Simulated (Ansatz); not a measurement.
A first try at a rigid scan of one bond length of Ge₂H₇P, SMILES [PH2][GeH2][GeH3], using the Ansatz DFT code, driven from Python.

The cells in order, each with its output:

In [1]:
```python
import ansatz
import numpy as np

SETTINGS = {
    "basis_set": "def2-SVP",
    "functional": "cam_b3lyp",
}
```

In [2]:
```python
geometry = (
    ansatz.Crystal.molecule()
    .atom("P", [2.0482, 0.682, 0.4769])
    .atom("Ge", [0.394, -0.7337, -0.2144])
    .atom("Ge", [-1.7335, 0.1916, 0.3721])
    .atom("H", [3.0719, 0.025, -0.3171])
    .atom("H", [1.7462, 1.6787, -0.5358])
    .atom("H", [0.4742, -0.9078, -1.7524])
    .atom("H", [0.5688, -2.1108, 0.4749])
    .atom("H", [-2.8597, -0.7627, -0.1007])
    .atom("H", [-1.8989, 1.5717, -0.3138])
    .atom("H", [-1.8112, 0.366, 1.9103])
)
```

In [3]:
```python
symbols = [site.symbol for site in geometry.cartesian_sites]
start = np.array([site.position_ang for site in geometry.cartesian_sites])
axis = (start[9] - start[2]) / np.linalg.norm(start[9] - start[2])
moving = [9]
lengths, energies = [1.32, 1.43, 1.55, 1.71, 1.94, 2.33, 2.79, 3.41], []
for length in lengths:
    xyz = start.copy()
    xyz[moving] += (length - np.linalg.norm(start[9] - start[2])) * axis
    point = ansatz.Crystal.molecule()
    for symbol, place in zip(symbols, xyz):
        point = point.atom(symbol, place.tolist())
    calculation = point.calculation()
    calculation = calculation.basis(gaussian=SETTINGS["basis_set"])
    calculation = calculation.functional(SETTINGS["functional"])
    calculation = calculation.spin("collinear")
    rep = calculation.run(threads=1).report
    energies.append(rep["etot"])
    print(f"r = {length:6.3f} A  E = {energies[-1]:.5f} eV  <S^2> = {abs(rep['mean_field']['state']['spin_squared']):.3f}")
```
```text
Traceback (most recent call last):
  File "<cell 3>", line 17, in <module>
    energies.append(rep["etot"])
                    ~~~^^^^^^^^
KeyError: 'etot'
```

Find the fault and give the corrected session.

The fault: the report has no such key (the free energy stands under free_energy_ev). The correction:

```diff
--- before
+++ after
@@
     rep = calculation.run(threads=1).report
-    energies.append(rep["etot"])
+    energies.append(rep["free_energy_ev"])
     print(f"r = {length:6.3f} A  E = {energies[-1]:.5f} eV  <S^2> = {abs(rep['mean_field']['state']['spin_squared']):.3f}")
```

The cells in order, each with its output:

(earlier cells as before)

```python
symbols = [site.symbol for site in geometry.cartesian_sites]
start = np.array([site.position_ang for site in geometry.cartesian_sites])
axis = (start[9] - start[2]) / np.linalg.norm(start[9] - start[2])
moving = [9]
lengths, energies = [1.32, 1.43, 1.55, 1.71, 1.94, 2.33, 2.79, 3.41], []
for length in lengths:
    xyz = start.copy()
    xyz[moving] += (length - np.linalg.norm(start[9] - start[2])) * axis
    point = ansatz.Crystal.molecule()
    for symbol, place in zip(symbols, xyz):
        point = point.atom(symbol, place.tolist())
    calculation = point.calculation()
    calculation = calculation.basis(gaussian=SETTINGS["basis_set"])
    calculation = calculation.functional(SETTINGS["functional"])
    calculation = calculation.spin("collinear")
    rep = calculation.run(threads=1).report
    energies.append(rep["free_energy_ev"])
    print(f"r = {length:6.3f} A  E = {energies[-1]:.5f} eV  <S^2> = {abs(rep['mean_field']['state']['spin_squared']):.3f}")
```

    r =  1.320 A  E = -122428.09678 eV  <S^2> = 0.000
    r =  1.430 A  E = -122428.53973 eV  <S^2> = 0.000
    r =  1.550 A  E = -122428.64988 eV  <S^2> = 0.000
    r =  1.710 A  E = -122428.44451 eV  <S^2> = 0.000
    r =  1.940 A  E = -122427.81826 eV  <S^2> = 0.000
    r =  2.330 A  E = -122426.55899 eV  <S^2> = 0.000
    r =  2.790 A  E = -122425.48175 eV  <S^2> = 0.532
    r =  3.410 A  E = -122425.02829 eV  <S^2> = 0.902

```python
print("energy above the lowest point (eV):", [round(e - min(energies), 3) for e in energies])
```

    energy above the lowest point (eV): [0.553, 0.11, 0.0, 0.205, 0.832, 2.091, 3.168, 3.622]

Total energies depend on the basis set; only differences at equal settings carry meaning. The rest of the molecule is held rigid at a force-field or estimated start geometry, and the basis set is modest; single-reference methods fail as a bond breaks. The expectation value of S² is noticeably off S(S+1) in at least one run, so that state is spin-contaminated. Run time: 59 s on 1 thread of AMD EPYC 9R45 96-Core Processor (Zen 5) (shared host), peak memory 0.7 GiB.

(Lines on the test bed's own set-up are left out of the output.)
